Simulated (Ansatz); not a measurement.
## C2H6Sb, SMILES [CH2][SbH][CH3]: a ladder of methods at one geometry, step by step

Computed with the Python package of Ansatz (0.2.0).

At the Python prompt:
```pycon
>>> from pathlib import Path
>>> import ansatz as az
>>> from ase import Atoms
>>> import numpy as np
>>> atoms = Atoms(["C", "Sb", "C", "H", "H", "H", "H", "H", "H"], positions=[
...     [-0.3596, 0.5157, -1.626],
...     [0.7297, 1.0809, 0.1237],
...     [0.5692, -0.9308, 0.8856],
...     [-1.2413, 0.0062, -1.3447],
...     [-0.7067, 1.4792, -2.1874],
...     [-0.7135, 1.598, 0.9934],
...     [-0.4226, -1.2811, 0.8562],
...     [1.2824, -1.5867, 0.2863],
...     [0.9508, -0.9275, 1.9959],
... ])
>>> c2h6sb = az.Crystal.molecule_from_ase(atoms)
>>> calc = c2h6sb.calculation().basis(gaussian="def2-SVP").spin("collinear", total=1)
>>> print("functional    E (Ha)        dipole (D)   HOMO (eV)  LUMO (eV)")
functional    E (Ha)        dipole (D)   HOMO (eV)  LUMO (eV)
>>> for name in ["pbe0", "hse06", "blyp", "r2scan0", "pbe"]:
...     summary = calc.functional(name).forces().orbitals().run(runs_dir="runs").report
...     lines = Path(summary["orbitals_path"]).read_text().splitlines()
...     field_of = lambda key: [line.split("=")[1].strip() for line in lines if line.startswith(key)]
...     orbitals = [(27.211386 * float(e), s, float(n)) for e, s, n in zip(field_of("Ene="), field_of("Spin="), field_of("Occup="))]
...     homo = max(e for e, _, n in orbitals if n > 0.5)
...     lumo = min(e for e, _, n in orbitals if n < 0.5)
...     dipole = 4.803205 * np.linalg.norm(summary["charge_distribution"]["dipole_moment_e_ang"])
...     print(f"{name:10s} {summary['free_energy_ev'] / 27.211386246:14.6f} {dipole:9.3f} {homo:11.3f} {lumo:10.3f}")
...
pbe0          -319.804603     0.529      -6.826     -2.319
hse06         -319.797452     0.532      -6.437     -2.711
blyp          -319.790452     0.432      -5.651     -3.521
r2scan0       -319.905370     0.536      -6.988     -1.923
pbe           -319.774466     0.535      -5.794     -3.533
```

Reading the output:
- Total energies depend on the basis set; only differences at equal settings carry meaning.
- The geometry is a force-field or estimated start, not a minimum of this method, and the basis set is short of its limit. A lower total doesn't mark the better method: functionals have no common bound, and MP2 and coupled cluster aren't variational.
- def2 sets replace the cores of elements past krypton by effective core potentials.
- The species is open-shell (spin multiplicity 2).
- Levels such as HOMO and LUMO are orbital energies: with these approximate functionals they aren't the ionisation energy and electron affinity, and their gap isn't the fundamental gap.
- hse06 follows the composition of plane-wave codes, whose totals differ by tens of mHa, up to about 0.1 Ha, from the form usual in Gaussian-basis programs (wpbeh).
- Wall time of the script: 17 s on 1 thread of Intel(R) Xeon(R) 6975P-C (Granite Rapids) (shared host), peak memory 0.35 GiB.

(Lines on the test bed's own set-up are left out of the output.)
